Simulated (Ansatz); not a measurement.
# AgBr: one structure at several levels

One table from this session's results is given with a row withheld; the runs are named, their logs left out.

Method: single points in def2-TZVPP; program: Ansatz 0.2.0, Gaussian basis.

Correlated methods freeze the cores. Filled d shells of the heavier atoms are correlated. Core potentials replace the inner electrons past krypton, and spin-orbit coupling is left out.

### Starting geometry

SMILES `[Br][Ag]`, 2 atoms, charge 0, spin multiplicity 1.

Atoms are counted from 1 here; the program's logs count them from 0.

Bond lengths: Br1–Ag2 2.601 Å.

Coordinates:

```xyz
2
AgBr
Br    1.1346   -0.3041    0.5833
Ag   -1.0733    0.2432   -0.6777
```

The first run:

File run/in.yaml:

```yaml
crystal:
  periodic: [false, false, false]
  atoms:
    - {symbol: Br, position_ang: [1.134600, -0.304100, 0.583300]}
    - {symbol: Ag, position_ang: [-1.073300, 0.243200, -0.677700]}
basis:
  gaussian: {orbitals: def2-TZVPP}
correlation: {method: ccsd_t}
output: {forces: true}
```

The command line of these runs was not kept.

Steps of the session up to this table: CCSD(T)/def2-TZVPP; PBE0-D4/def2-TZVPP; wB97M-V/def2-TZVPP; r2SCAN-D4/def2-TZVPP; PBE-D4/def2-TZVPP; HSE06-D4/def2-TZVPP; SPW92/def2-TZVPP.

One table of the session follows, with a row left open; its other results are not shown here.

| method | RMS force component (eV/Å) | dipole (D) |
| --- | --- | --- |
| CCSD(T) | 0.738 | 6.44 |
| PBE0-D4 | 0.741 | 6.03 |
| wB97M-V | 0.745 | 6.54 |
| r2SCAN-D4 | 0.780 | 5.72 |
| PBE-D4 | 0.701 | 5.13 |
| HSE06-D4 | ? | ? |
| SPW92 | 0.991 | 4.91 |

Estimate the missing values for HSE06-D4.

**Answer.** RMS force component (eV/Å): 0.735; dipole (D): 6.00. In the column «RMS force component (eV/Å)» it lies between PBE-D4 (0.701) and CCSD(T) (0.738).
